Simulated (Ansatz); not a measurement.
# CH5BN2 (SMILES B1NCN1) at wB97X/def2-SVPD

Aim: the electronic atomisation energy of CH5BN2 at wB97X/def2-SVPD, from 5 runs. 

The results are computed with Ansatz 0.2.0.

49 further runs of the same task are left out: 49 set aside as unsound or not needed. Runs told in other sessions of the task aren't counted.

## Step 1: The structure to begin with

The species is CH5BN2 (9 atoms), meant as a singlet with charge 0. As SMILES, `B1NCN1`. Geometry: relaxed at PBE0-D4/def2-TZVP.

Bond lengths: B1–N2 1.430 Å, N2–C3 1.458 Å, B1–N4 1.430 Å, C3–N4 1.458 Å, B1–H5 1.191 Å, N2–H6 1.003 Å, C3–H7 1.097 Å, C3–H8 1.097 Å, N4–H9 1.003 Å. Some angles: B1–N2–C3 88.7°, N2–B1–N4 92.5°, N2–C3–N4 90.2°, B1–N4–C3 88.7°, B1–N2–H6 135.4°, C3–N2–H6 124.3°, N2–B1–H5 133.7°, N4–B1–H5 133.8°, N2–C3–H7 113.7°, N2–C3–H8 114.4°.

## Step 2: The energy at wB97X/def2-SVPD

Input file molecule.yaml:

```yaml
crystal:
  periodic: [false, false, false]
  atoms:
    - {symbol: B, position_ang: [-0.538100, 0.903800, -0.424200]}
    - {symbol: N, position_ang: [0.763900, 0.350100, -0.630900]}
    - {symbol: C, position_ang: [0.430100, -0.702400, 0.322000]}
    - {symbol: N, position_ang: [-0.891500, -0.116200, 0.513500]}
    - {symbol: H, position_ang: [-1.109600, 1.851900, -0.864600]}
    - {symbol: H, position_ang: [1.686500, 0.722000, -0.761500]}
    - {symbol: H, position_ang: [0.420000, -1.707100, -0.117100]}
    - {symbol: H, position_ang: [1.046900, -0.704100, 1.228600]}
    - {symbol: H, position_ang: [-1.719800, -0.644400, 0.717000]}
basis:
  gaussian:
    orbitals: def2-SVPD
hamiltonian:
  xc: {name: wB97X}
accuracy: high
output:
  orbitals: {seedname: orbitals}
```

On the command line:

```
$ ansatz run molecule.yaml --threads 1 --pin off --max-ram 3480MiB --events-out events.jsonl --progress --plain --runs-dir runs
```

Standard output:

```text
Warning: RAYON_NUM_THREADS=1 ignored (pool sized by the plan → 1); use --threads N
Functional definition: wB97X
  name "wB97X"
  parameter omega = 0.3/bohr
  parameter cx = 0.157706
  parameter cx1 = 0.726479
  parameter cx2 = 1.04760
  parameter cx3 = -5.70635
  parameter cx4 = 13.2794
  parameter css1 = -4.33879
  parameter css2 = 18.2308
  parameter css3 = -31.7430
  parameter css4 = 17.2901
  parameter cos1 = 2.37031
  parameter cos2 = -11.3995
  parameter cos3 = 6.58405
  parameter cos4 = -3.78132
  exchange = spin_sum(e_x_unif_sr(omega)*poly(b97_u_x, 1 - cx, cx1, cx2, cx3, cx4)) + cx*exact_x_sr(omega)
      + exact_x_lr(omega)
  correlation = spin_sum(e_c_pw_same_spin*poly(b97_u_same, 1, css1, css2, css3, css4))
      + integral(e_c_pw_opposite_spin*poly(b97_u_opposite, 1, cos1, cos2, cos3, cos4))
2517 factors; integrals over basis functions are off by at most 3.1e-9 eV
451 factors; integrals over basis functions are off by at most 1.8e-9 eV
mean field evaluation 1: about -4766.6104 eV, gradient 4.6e1 eV
mean field evaluation 2: about -4767.3720 eV, gradient 4.3e1 eV
mean field evaluation 4: about -4771.0159 eV, gradient 5.5e-1 eV
mean field evaluation 8: about -4771.0159 eV, gradient 1.5e-2 eV
mean field evaluation 16: about -4771.0159 eV, gradient 3.7e-6 eV
mean field -4771.01588702 eV, -175.3315999373 hartree, gradient 3.2e-8 eV, S^2 0.000000; 0 other end points of the search recorded, 0 dependent functions left out
reference -4771.01588319 eV, -175.3315997963 hartree; 15, 15 occupied and 105, 105 virtual orbitals, 2517 factors
Total energy: -4771.01588319 eV, -175.3315997963 hartree
```

Wall time 53 s (1 thread of Arm Neoverse N1, shared host); peak memory 0.64 GiB.

## Step 3: The B atom at the same level

Input file molecule.yaml:

```yaml
basis:
  gaussian:
    orbitals: def2-SVPD
crystal:
  periodic: [false, false, false]
  atoms:
    - {symbol: B, position_ang: [0.000000, 0.000000, 0.000000]}
magnetization:
  spin_polarized: true
  initial_magnetization: 1
hamiltonian:
  xc: {name: wB97X}
accuracy: high
```

On the command line:

```
$ ansatz run molecule.yaml --threads 1 --pin off --max-ram 3480MiB --events-out events.jsonl --progress --plain --runs-dir runs
```

Standard output (excerpt; [...] marks lines left out):

```text
Warning: RAYON_NUM_THREADS=1 ignored (pool sized by the plan → 1); use --threads N
Functional definition: wB97X
  name "wB97X"
[...]
      + exact_x_lr(omega)
[...]
      + integral(e_c_pw_opposite_spin*poly(b97_u_opposite, 1, cos1, cos2, cos3, cos4))
161 factors; integrals over basis functions are off by at most 2.8e-9 eV
105 factors; integrals over basis functions are off by at most 1.8e-9 eV
[...]
mean field -670.03418257 eV, -24.6233020438 hartree, gradient 2.0e-8 eV, S^2 0.754094; 0 other end points of the search recorded, 0 dependent functions left out
reference -670.03418117 eV, -24.6233019926 hartree; 3, 2 occupied and 17, 18 virtual orbitals, 161 factors
Total energy: -670.03418117 eV, -24.6233019926 hartree
```

Wall time 3.3 s (1 thread of Arm Neoverse N1, shared host); peak memory 0.15 GiB.

## Step 4: The C atom, same level

Input file job.yaml:

```yaml
crystal:
  periodic: [false, false, false]
  atoms:
    - {symbol: C, position_ang: [0.000000, 0.000000, 0.000000]}
basis:
  gaussian:
    orbitals: def2-SVPD
magnetization:
  spin_polarized: true
  initial_magnetization: 2
hamiltonian:
  xc: {name: wB97X}
accuracy: high
```

Run the same way, it converges to -37.80235 Eh (log not shown).

## Step 5: The H atom

Input file input.yaml:

```yaml
basis:
  gaussian:
    orbitals: def2-SVPD
crystal:
  periodic: [false, false, false]
  atoms:
    - symbol: H
      position_ang: [0.000000, 0.000000, 0.000000]
hamiltonian:
  xc: {name: wB97X}
accuracy: high
magnetization:
  spin_polarized: true
  initial_magnetization: 1
```

Run the same way, it converges to -0.50060 Eh (log not shown).

## Step 6: The N atom, same level

Input file input.yaml:

```yaml
crystal:
  periodic: [false, false, false]
  atoms:
    - {symbol: "N", position_ang: [0.000000, 0.000000, 0.000000]}
basis:
  gaussian:
    orbitals: def2-SVPD
magnetization:
  spin_polarized: true
  initial_magnetization: 3
accuracy: high
hamiltonian:
  xc: {name: wB97X}
```

Run the same way, it converges to -54.52796 Eh (log not shown).

## Step 7: What came out

At wB97X/def2-SVPD:

| quantity | value |
| --- | --- |
| molecule: total energy | -175.33160 Eh |
| molecule: HOMO energy | -9.51 eV |
| molecule: LUMO energy | 2.45 eV |
| molecule: HOMO–LUMO gap | 11.95 eV |
| B atom: total energy | -24.62330 Eh |
| B atom: ⟨S²⟩ | 0.754 |
| C atom: total energy | -37.80235 Eh |
| C atom: ⟨S²⟩ | 2.006 |
| H atom: total energy | -0.50060 Eh |
| H atom: ⟨S²⟩ | 0.750 |
| N atom: total energy | -54.52796 Eh |
| N atom: ⟨S²⟩ | 3.757 |
| electronic atomisation energy | 36.654 eV |

**Reading.** Taking the molecule apart into free atoms costs 36.65 eV (3537 kJ/mol), before zero-point energy and without spin-orbit coupling.
